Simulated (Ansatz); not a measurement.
**C4H3F3O2: ionisation energy by level of theory**

One table from this session's results is given with a row withheld; the runs are named, their logs left out.

Method: unrestricted cation, the program's frozen cores in correlated methods; program: Ansatz 0.2.0, Gaussian basis.

Levels to be run: UKS PBE-D4/def2-TZVPP; UKS r2SCAN-D4/def2-TZVPP; UKS PBE0-D4/def2-TZVPP; UKS B3LYP-D4/def2-TZVPP; UKS wB97X-V/def2-TZVPP; UKS wB97M-V/def2-TZVPP; UKS B2PLYP/def2-TZVPP; UHF-CCSD(T)/def2-TZVPP; UHF-MP2/def2-QZVPP; extrapolation to the limit; then −ε(HOMO) from the neutral's earlier runs with LDA (SPW92), PBE-D4, revPBE-D4, BLYP-D4, r2SCAN-D4, B97M-V, PBE0-D4, B3LYP-D4, r2SCANh-D4, r2SCAN0-D4, HSE06-D4, BHLYP-D4, CAM-B3LYP-D4, LC-ωPBE, ωB97X-V, ωB97M-V.

## The relaxed structure

All runs share one geometry, relaxed beforehand with PBE0-D4 in a triple-zeta def2 set.

SMILES `O=CCC(=O)C(F)(F)F`, 12 atoms, charge 0, spin multiplicity 1.

Atoms are counted from 1 here; the program's logs count them from 0.

Bond lengths: O1–C2 1.195 Å, C2–C3 1.514 Å, C2–H10 1.109 Å, C3–C4 1.504 Å, C3–H11 1.095 Å, C3–H12 1.094 Å, C4–O5 1.193 Å, C4–C6 1.547 Å, C6–F7 1.317 Å, C6–F8 1.343 Å, C6–F9 1.335 Å. Angles: O1–C2–C3 124.5°, O1–C2–H10 121.6°, C3–C2–H10 113.9°, C2–C3–C4 112.2°, C2–C3–H11 108.2°, C2–C3–H12 107.7°, C4–C3–H11 112.1°, C4–C3–H12 108.8°, H11–C3–H12 107.7°, C3–C4–O5 124.3°, C3–C4–C6 115.5°, O5–C4–C6 120.2°, C4–C6–F7 112.2°, C4–C6–F8 108.4°, C4–C6–F9 111.0°, F7–C6–F8 108.7°, F7–C6–F9 109.0°, F8–C6–F9 107.5°.

As a file:

```
O    -0.2473   -1.5677   -1.6119
C     0.6233   -1.5307   -0.7943
C     0.9782   -0.3092    0.0277
C     0.0643    0.8518   -0.2543
O     0.2638    1.6767   -1.0920
C    -1.1889    0.9472    0.6484
F    -2.0682    1.8126    0.1887
F    -0.7997    1.3387    1.8726
F    -1.7775   -0.2445    0.7760
H     1.2585   -2.4150   -0.5820
H     0.9681   -0.5935    1.0849
H     2.0023   -0.0215   -0.2298
```

Set-up of the first run:

File in.yaml:

```yaml
crystal:
  periodic: [false, false, false]
  atoms:
    - {symbol: O, position_ang: [-0.247270, -1.567687, -1.611867]}
    - {symbol: C, position_ang: [0.623334, -1.530667, -0.794297]}
    - {symbol: C, position_ang: [0.978233, -0.309222, 0.027687]}
    - {symbol: C, position_ang: [0.064349, 0.851753, -0.254317]}
    - {symbol: O, position_ang: [0.263807, 1.676738, -1.092023]}
    - {symbol: C, position_ang: [-1.188926, 0.947178, 0.648425]}
    - {symbol: F, position_ang: [-2.068152, 1.812604, 0.188703]}
    - {symbol: F, position_ang: [-0.799749, 1.338676, 1.872560]}
    - {symbol: F, position_ang: [-1.777500, -0.244462, 0.775982]}
    - {symbol: H, position_ang: [1.258477, -2.414975, -0.581966]}
    - {symbol: H, position_ang: [0.968095, -0.593524, 1.084915]}
    - {symbol: H, position_ang: [2.002305, -0.021510, -0.229802]}
basis:
  gaussian: {orbitals: def2-TZVPP}
total_charge: 1
magnetization: {spin_polarized: true, initial_magnetization: 1}
hamiltonian: {xc: pbe, dispersion: d4}
```

Command:

```
$ ansatz run in.yaml --threads 2 --pin off --events-out ev --progress --plain --max-ram 32768MiB --backend cuda --devices 0, --max-vram 18GiB
```

Among the steps run: Cation, UKS PBE-D4/def2-TZVPP; Cation, UKS r2SCAN-D4/def2-TZVPP; Cation, UKS PBE0-D4/def2-TZVPP; Cation, UKS B3LYP-D4/def2-TZVPP; Cation, UKS wB97X-V/def2-TZVPP; Cation, UKS wB97M-V/def2-TZVPP; Cation, UKS B2PLYP (frozen core)/def2-TZVPP; Cation, UHF-CCSD(T)/def2-TZVPP; Cation, UHF-MP2/def2-QZVPP.

One of the session's tables, all rows but one given; the rest of the session is left out.

It belongs to the step «Ionisation energies side by side». For comparison, −ε(HOMO) of the neutral from earlier runs:

```
  functional  −ε(HOMO) (eV)
 LDA (SPW92)           6.74
      PBE-D4           6.56
   revPBE-D4           6.49
     BLYP-D4              ?
   r2SCAN-D4           6.90
      B97M-V           7.05
     PBE0-D4           8.19
    B3LYP-D4           7.98
  r2SCANh-D4           7.51
  r2SCAN0-D4           8.43
    HSE06-D4           7.78
    BHLYP-D4           9.82
CAM-B3LYP-D4           9.69
     LC-ωPBE          10.95
     ωB97X-V          10.64
     ωB97M-V          10.58
```

**Question.** Estimate the row for BLYP-D4.

Worked estimate for «−ε(HOMO) (eV)». Against the share of exact exchange, B3LYP-D4 (0.2, 7.98), BHLYP-D4 (0.5, 9.82) give a slope of 6.13 per unit share; at 0 the line stands at 6.75.

As computed: −ε(HOMO) (eV): 6.51. In «−ε(HOMO) (eV)» the line misses by +0.24.
